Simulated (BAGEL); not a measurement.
# triplet CH3BF2S: levels of theory compared

Wanted: a comparison of 5 runs (UHF/3-21G, ROHF/6-31G*, UHF/6-31G*, ROHF/def2-SVP, UHF/def2-SVP) of triplet CH3BF2S. 

Program for the calculation: BAGEL 1.2.2.

31 further runs of the same task are left out: 31 set aside as unsound or not needed.

## 1. Starting point

The species is CH3BF2S (8 atoms), meant as a triplet with charge 0. As SMILES of the parent species, `CSB(F)F`. The coordinates come from a PBE0-D4/def2-TZVP relaxation. That shape belongs to the parent species and isn't relaxed for this state.

Bond lengths: C1–S2 1.812 Å, S2–B3 1.791 Å, B3–F4 1.320 Å, B3–F5 1.323 Å, C1–H6 1.088 Å, C1–H7 1.089 Å, C1–H8 1.088 Å. Angles: C1–S2–B3 101.2°, S2–B3–F4 119.6°, S2–B3–F5 122.5°, F4–B3–F5 117.9°, S2–C1–H6 110.8°, S2–C1–H7 106.5°, S2–C1–H8 110.8°, H6–C1–H7 109.3°, H6–C1–H8 110.0°, H7–C1–H8 109.3°.

## 2. A single-point energy at UHF/3-21G (density fitting with qzvpp-jkfit) (run 1)

File input.json:

```json
{ "bagel" : [

{
  "title" : "molecule",
  "basis" : "3-21g",
  "df_basis" : "qzvpp-jkfit",
  "angstrom" : true,
  "geometry" : [
    { "atom" : "C", "xyz" : [   -0.803300,    0.136900,    0.921900 ] },
    { "atom" : "S", "xyz" : [    0.719300,   -0.779600,    0.569900 ] },
    { "atom" : "B", "xyz" : [    1.068100,   -0.245300,   -1.103500 ] },
    { "atom" : "F", "xyz" : [    2.133800,   -0.711800,   -1.727700 ] },
    { "atom" : "F", "xyz" : [    0.295400,    0.609600,   -1.753200 ] },
    { "atom" : "H", "xyz" : [   -0.637500,    1.209000,    0.840300 ] },
    { "atom" : "H", "xyz" : [   -1.080700,   -0.107300,    1.946100 ] },
    { "atom" : "H", "xyz" : [   -1.603000,   -0.168600,    0.250500 ] }
  ]
},
{ "title" : "uhf", "nopen" : 2 },
{ "title" : "print", "file" : "orbitals.molden", "orbitals" : true }

]}
```

Command:

```bash
$ BAGEL_NUM_THREADS=1 BAGEL input.json > input.out
```

Log:

```text
* using 1 threads per process

  ===============================================================
  ===============================================================

  *** Geometry ***

  { "atom" : "C", "xyz" : [     -1.518017,      0.258704,      1.742139 ] },
  { "atom" : "S", "xyz" : [      1.359280,     -1.473230,      1.076955 ] },
  { "atom" : "B", "xyz" : [      2.018416,     -0.463550,     -2.085313 ] },
[... 4 lines of this table left out ...]
  { "atom" : "H", "xyz" : [     -3.029231,     -0.318608,      0.473376 ] },

  Number of auxiliary basis functions:      486

  Since a DF basis is specified, we compute 2- and 3-index integrals:
    o Being stored without compression. Storage requirement is 0.012 GB

  Number of basis functions:       55
  Number of electrons      :       48

    * METHOD: MOLECULE                             0.24

  *** Open-shell HF ***

  === Nuclear Repulsion ===
   215.6601556498

      * DIIS with orbital gradients will be used.

  === UHF iteration (3-21g) ===
      0       -657.03800281          0.05176197           0.11
      1       -657.17083146          0.02931173           0.11
      2       -657.20371489          0.01672569           0.10
[... 19 lines of this table left out ...]
     22       -657.21930497          0.00000001           0.10
    * SCF iteration converged.

    * S^2 (UHF) is 2.0106

    * Permanent dipole moment:
           (    0.063280,    -0.061121,     0.038200) a.u.

    * METHOD: UHF                                  2.53

    * METHOD: PRINT                                0.01

  ===============================================================
```

Wall time 3.3 s (1 thread of Intel Xeon Platinum 8259CL at 2.50GHz (Skylake/Cascade Lake), shared host).

## 3. A single-point energy at ROHF/6-31G(d) (density fitting with qzvpp-jkfit, spherical functions) (run 2)

File calc.json:

```json
{ "bagel" : [

{
  "title" : "molecule",
  "basis" : "6-31gs.json",
  "df_basis" : "qzvpp-jkfit",
  "angstrom" : true,
  "geometry" : [
    { "atom" : "C", "xyz" : [   -0.803300,    0.136900,    0.921900 ] },
    { "atom" : "S", "xyz" : [    0.719300,   -0.779600,    0.569900 ] },
    { "atom" : "B", "xyz" : [    1.068100,   -0.245300,   -1.103500 ] },
    { "atom" : "F", "xyz" : [    2.133800,   -0.711800,   -1.727700 ] },
    { "atom" : "F", "xyz" : [    0.295400,    0.609600,   -1.753200 ] },
    { "atom" : "H", "xyz" : [   -0.637500,    1.209000,    0.840300 ] },
    { "atom" : "H", "xyz" : [   -1.080700,   -0.107300,    1.946100 ] },
    { "atom" : "H", "xyz" : [   -1.603000,   -0.168600,    0.250500 ] }
  ]
},
{
  "title" : "rohf",
  "nopen" : 2
},
{
  "title" : "print",
  "file" : "orbitals.molden",
  "orbitals" : true
}

]}
```

The basis set 6-31G* is read from a file made from the Basis Set Exchange's data (not shown).

Command:

```bash
$ BAGEL_NUM_THREADS=1 BAGEL calc.json > calc.out
```

Log:

```text
* using 1 threads per process

  ===============================================================
  ===============================================================

  *** Geometry ***

  { "atom" : "C", "xyz" : [     -1.518017,      0.258704,      1.742139 ] },
  { "atom" : "S", "xyz" : [      1.359280,     -1.473230,      1.076955 ] },
  { "atom" : "B", "xyz" : [      2.018416,     -0.463550,     -2.085313 ] },
[... 4 lines of this table left out ...]
  { "atom" : "H", "xyz" : [     -3.029231,     -0.318608,      0.473376 ] },

  Number of auxiliary basis functions:      486

  Since a DF basis is specified, we compute 2- and 3-index integrals:
    o Being stored without compression. Storage requirement is 0.025 GB

  Number of basis functions:       80
  Number of electrons      :       48

    * METHOD: MOLECULE                             0.35

  *** Open-shell HF ***

  === Nuclear Repulsion ===
   215.6601556498

      * DIIS with orbital gradients will be used.

  === ROHF iteration (6-31gs.json) ===
      0       -660.36950578          0.04157955           0.16
      1       -660.52632578          0.02589608           0.15
      2       -660.57582125          0.01536595           0.22
[... 17 lines of this table left out ...]
     20       -660.60278613          0.00000001           0.15
    * SCF iteration converged.

    * S^2 (ROHF) is 2.0000

    * Permanent dipole moment:
           (    0.239415,    -0.147215,    -0.045435) a.u.

    * METHOD: ROHF                                 3.52

    * METHOD: PRINT                                0.01

  ===============================================================
```

Run time: 4.2 s. Hardware: 1 thread of Intel Xeon Platinum 8259CL at 2.50GHz (Skylake/Cascade Lake), shared host; peak memory 0.11 GiB.

Runs 3 to 4 aren't shown in full; the table further down has their settings and results.

## 4. The energy at UHF/def2-SVP (density fitting with qzvpp-jkfit) (run 5)

File job.json:

```json
{ "bagel" : [

{
  "title" : "molecule",
  "basis" : "svp",
  "df_basis" : "qzvpp-jkfit",
  "angstrom" : "true",
  "geometry" : [
    { "atom" : "C", "xyz" : [      -0.803300,       0.136900,       0.921900 ] },
    { "atom" : "S", "xyz" : [       0.719300,      -0.779600,       0.569900 ] },
    { "atom" : "B", "xyz" : [       1.068100,      -0.245300,      -1.103500 ] },
    { "atom" : "F", "xyz" : [       2.133800,      -0.711800,      -1.727700 ] },
    { "atom" : "F", "xyz" : [       0.295400,       0.609600,      -1.753200 ] },
    { "atom" : "H", "xyz" : [      -0.637500,       1.209000,       0.840300 ] },
    { "atom" : "H", "xyz" : [      -1.080700,      -0.107300,       1.946100 ] },
    { "atom" : "H", "xyz" : [      -1.603000,      -0.168600,       0.250500 ] }
  ]
},

{ "title" : "uhf", "nopen" : 2 },

{ "title" : "print", "file" : "orbitals.molden", "orbitals" : "true" }

]}
```

Command:

```bash
$ BAGEL_NUM_THREADS=1 BAGEL job.json > job.out
```

Log:

```text
* using 1 threads per process

  ===============================================================
  ===============================================================

  *** Geometry ***

  { "atom" : "C", "xyz" : [     -1.518017,      0.258704,      1.742139 ] },
  { "atom" : "S", "xyz" : [      1.359280,     -1.473230,      1.076955 ] },
  { "atom" : "B", "xyz" : [      2.018416,     -0.463550,     -2.085313 ] },
[... 4 lines of this table left out ...]
  { "atom" : "H", "xyz" : [     -3.029231,     -0.318608,      0.473376 ] },

  Number of auxiliary basis functions:      486

  Since a DF basis is specified, we compute 2- and 3-index integrals:
    o Being stored without compression. Storage requirement is 0.031 GB

  Number of basis functions:       89
  Number of electrons      :       48

    * METHOD: MOLECULE                             0.33

  *** Open-shell HF ***

  === Nuclear Repulsion ===
   215.6601556498

      * DIIS with orbital gradients will be used.

  === UHF iteration (svp) ===
      0       -660.03353738          0.03807041           0.19
      1       -660.20795388          0.02367017           0.18
      2       -660.26302487          0.01401978           0.18
[... 20 lines of this table left out ...]
     23       -660.29357220          0.00000001           0.17
    * SCF iteration converged.

    * S^2 (UHF) is 2.0203

    * Permanent dipole moment:
           (    0.009214,     0.073114,    -0.171346) a.u.

    * METHOD: UHF                                  4.53

    * METHOD: PRINT                                0.02

  ===============================================================
```

It took 5.4 s on 1 thread of Intel Xeon Platinum 8259CL at 2.50GHz (Skylake/Cascade Lake), shared host; peak memory 0.12 GiB.

## 5. The series

```
run                                                                level  energy (Eh)  dipole moment (D)   ⟨S²⟩  wall time
  1                         UHF/3-21G (density fitting with qzvpp-jkfit)  -657.219305               0.24  2.011      3.3 s
  2  ROHF/6-31G* (density fitting with qzvpp-jkfit, spherical functions)  -660.602786               0.72  2.000      4.2 s
  3   UHF/6-31G* (density fitting with qzvpp-jkfit, spherical functions)  -660.610150               0.73  2.020      4.5 s
  4                     ROHF/def2-SVP (density fitting with qzvpp-jkfit)  -660.285863               0.49  2.000      6.3 s
  5                      UHF/def2-SVP (density fitting with qzvpp-jkfit)  -660.293572               0.47  2.020      5.4 s
```

## 6. Summary of results

| quantity | value |
| --- | --- |
| run 5: total energy | -660.29357 Eh |
| run 5: dipole moment | 0.47 D |
| run 5: ⟨S²⟩ | 2.020 |

The dipole moment (its size) runs from 0.24 D (UHF/3-21G) to 0.73 D (UHF/6-31G*). All runs together took 24 s, the longest 6.3 s.
